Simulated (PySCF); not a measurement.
# InO: bond curves at several levels of theory

One table from this session's results is given with a row withheld; the runs are named, their logs left out.

Computed with PySCF 2.14.0. Level: In x2c-TZVPPall, O x2c-TZVPPall, spin-free X2C with a Gaussian nucleus.

The first run:

A driver script around PySCF takes these settings:

```json
{
 "atoms": "In, O",
 "charge": "0",
 "basis": "In x2c-TZVPPall, O x2c-TZVPPall",
 "Hamiltonian": "spin-free X2C with a Gaussian nucleus",
 "basis functions": "91",
 "electrons treated": "57",
 "masses in u": "114.9039, 15.9949",
 "levels": "PBE0, PBE, r²SCAN, PBEsol, M06, B2PLYP, BHandHLYP, ωB97X, HF, MP2, SCS-MP2, CCSD, CCSD(T)",
 "grid": "80 radial by 434 angular points",
 "occupations": "held fixed by the projection of orbital angular momentum",
 "dissociation limit": "In + O, each in its ground configuration",
 "starting distance in angstrom": "1.990",
 "values of 2S to try": "1, 3"
}
```

Started as:

```bash
$ OMP_NUM_THREADS=1 python dia.py task.json out
```

Steps of the session up to this table: Input; The PBE0 curve of the state that the search chose; Excited determinants; PBE (GGA); r²SCAN; PBEsol; M06; B2PLYP; BHandHLYP (global hybrid GGA); ωB97X (range-separated hybrid); UHF; Adding correlation.

One table of the session follows, with a row left open; its other results are not shown here.

It belongs to the step «The curves together». Energy (eV) from each level's lowest point:

```
R (Å)    UHF  UHF-MP2  UHF-SCS-MP2  UHF-CCSD  UHF-CCSD(T)
1.797  0.861    0.864        0.901       n/a          n/a
1.881  0.352    0.364        0.389     0.368        0.383
1.965  0.092    0.103        0.116     0.104        0.113
2.027  0.010    0.017        0.023     0.017        0.022
2.090  0.000    0.000        0.000     0.000        0.000
2.153  0.042    0.035        0.029     0.035        0.031
2.236      ?        ?            ?         ?            ?
2.341  0.359    0.333        0.313     0.333        0.315
2.466  0.647    0.619        0.592     0.613        0.588
2.633  1.051    1.058        1.028       n/a          n/a
```

Estimate the missing values for R (Å) = 2.236.

Worked estimate for «UHF». A straight line through the neighbours (2.153, 0.042) and (2.341, 0.359) gives 0.042 + (0.359 − 0.042) × (2.236 − 2.153) / (2.341 − 2.153) = 0.182; a parabola fitted to 4 rows on both sides gives 0.163.

As computed: UHF: 0.156; UHF-MP2: 0.140; UHF-SCS-MP2: 0.127; UHF-CCSD: 0.140; UHF-CCSD(T): 0.130. In «UHF» the line misses by +0.026 and the parabola by +0.007.
